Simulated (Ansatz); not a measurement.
# H4INSi (SMILES N[SiH2]I): single points off equilibrium

The atoms stand at a structure displaced at random from a GFN2-xTB minimum. How far do the functionals agree with CCSD(T) there?

The runs use Ansatz 0.2.0, Gaussian basis; single points in def2-TZVPP.

Correlated methods freeze the cores. Filled d shells of the heavier atoms are correlated. Core potentials replace the inner electrons past krypton, and spin-orbit coupling is left out.

### 1 Starting geometry

SMILES `N[SiH2]I`, 7 atoms, charge 0, spin multiplicity 1.

Atoms are counted from 1 here; the program's logs count them from 0.

Bond lengths: N1–Si2 1.697 Å, N1–H4 0.980 Å, N1–H5 0.931 Å, Si2–I3 2.502 Å, Si2–H6 1.537 Å, Si2–H7 1.445 Å. Angles: Si2–N1–H4 119.1°, Si2–N1–H5 120.6°, H4–N1–H5 110.5°, N1–Si2–I3 104.4°, N1–Si2–H6 107.9°, N1–Si2–H7 122.5°, I3–Si2–H6 109.7°, I3–Si2–H7 103.4°, H6–Si2–H7 108.4°.

Coordinates:

```xyz
7
charge 0, multiplicity 1
N    -0.98940    0.09200   -0.43740
Si    0.55640    0.17180    0.25820
I     0.90100   -2.09140    1.26840
H    -1.23440   -0.69700   -0.96430
H    -1.39220    0.85530   -0.78760
H     0.52020    1.23400    1.36790
H     1.75310    0.37320   -0.52710
```

### 2 CCSD(T)/def2-TZVPP

File run/in.yaml:

```yaml
crystal:
  periodic: [false, false, false]
  atoms:
    - {symbol: N, position_ang: [-0.989400, 0.092000, -0.437400]}
    - {symbol: Si, position_ang: [0.556400, 0.171800, 0.258200]}
    - {symbol: I, position_ang: [0.901000, -2.091400, 1.268400]}
    - {symbol: H, position_ang: [-1.234400, -0.697000, -0.964300]}
    - {symbol: H, position_ang: [-1.392200, 0.855300, -0.787600]}
    - {symbol: H, position_ang: [0.520200, 1.234000, 1.367900]}
    - {symbol: H, position_ang: [1.753100, 0.373200, -0.527100]}
basis:
  gaussian: {orbitals: def2-TZVPP}
correlation: {method: ccsd_t}
output: {forces: true}
```

No record of the launch command was kept for these runs.

### 3 PBE0-D4/def2-TZVPP

run/in.yaml, as its differences from that of step 2:

```diff
@@ -12,3 +12,3 @@
   gaussian: {orbitals: def2-TZVPP}
-correlation: {method: ccsd_t}
-output: {forces: true}
+hamiltonian: {xc: pbe0, dispersion: d4}
+output: {forces: true, orbitals: {seedname: orbitals}}
```

### 4 wB97M-V/def2-TZVPP

run/in.yaml, as its differences from that of step 3:

```diff
@@ -12,3 +12,3 @@
   gaussian: {orbitals: def2-TZVPP}
-hamiltonian: {xc: pbe0, dispersion: d4}
-output: {forces: true, orbitals: {seedname: orbitals}}
+hamiltonian: {xc: {name: wB97M-V}}
+output: {forces: true}
```

### 5 r2SCAN-D4/def2-TZVPP

run/in.yaml, as its differences from that of step 4:

```diff
@@ -12,3 +12,3 @@
   gaussian: {orbitals: def2-TZVPP}
-hamiltonian: {xc: {name: wB97M-V}}
+hamiltonian: {xc: r2scan, dispersion: d4}
 output: {forces: true}
```

### 6 PBE-D4/def2-TZVPP

run/in.yaml, as its differences from that of step 5:

```diff
@@ -12,3 +12,3 @@
   gaussian: {orbitals: def2-TZVPP}
-hamiltonian: {xc: r2scan, dispersion: d4}
+hamiltonian: {xc: pbe, dispersion: d4}
 output: {forces: true}
```

### 7 revPBE-D4/def2-TZVPP

run/in.yaml, as its differences from that of step 6:

```diff
@@ -12,3 +12,3 @@
   gaussian: {orbitals: def2-TZVPP}
-hamiltonian: {xc: pbe, dispersion: d4}
+hamiltonian: {xc: {name: revPBE}, dispersion: d4}
 output: {forces: true}
```

### 8 LC-wPBE/def2-TZVPP

run/in.yaml, as its differences from that of step 7:

```diff
@@ -12,3 +12,3 @@
   gaussian: {orbitals: def2-TZVPP}
-hamiltonian: {xc: {name: revPBE}, dispersion: d4}
+hamiltonian: {xc: {name: LC-wPBE}}
 output: {forces: true}
```

(Steps that only read results are left out.)

**Question.** What will these runs give? Wanted: energy less free atoms, CCSD(T)/def2-TZVPP; RMS force component; RMS force error; HOMO and LUMO, PBE0-D4; T1 diagnostic.

As calculated:

```
                                  quantity                                                                                             value
energy less free atoms, CCSD(T)/def2-TZVPP                                                                                        -20.977 eV
                       RMS force component                                                              1.403 to 1.476 eV/Å over the methods
                           RMS force error  PBE0-D4 0.083, wB97M-V 0.045, r2SCAN-D4 0.075, PBE-D4 0.157, revPBE-D4 0.162, LC-wPBE 0.112 eV/Å
                    HOMO and LUMO, PBE0-D4                                                                                -7.41 and -0.55 eV
                             T1 diagnostic                                                                                             0.009
```

**Reading.** Against CCSD(T) the functionals' energies less atoms differ by -0.757 to -0.274 eV, PBE-D4 by -0.757 eV. CCSD(T) in triple zeta still lacks some correlation energy of the bonds, so part of these gaps is its own basis error and they don't rank the functionals. For forces wB97M-V does best and revPBE-D4 worst. Frozen-core CCSD(T) forces in triple zeta carry basis errors of their own, and this is one geometry, so small gaps rank nothing.
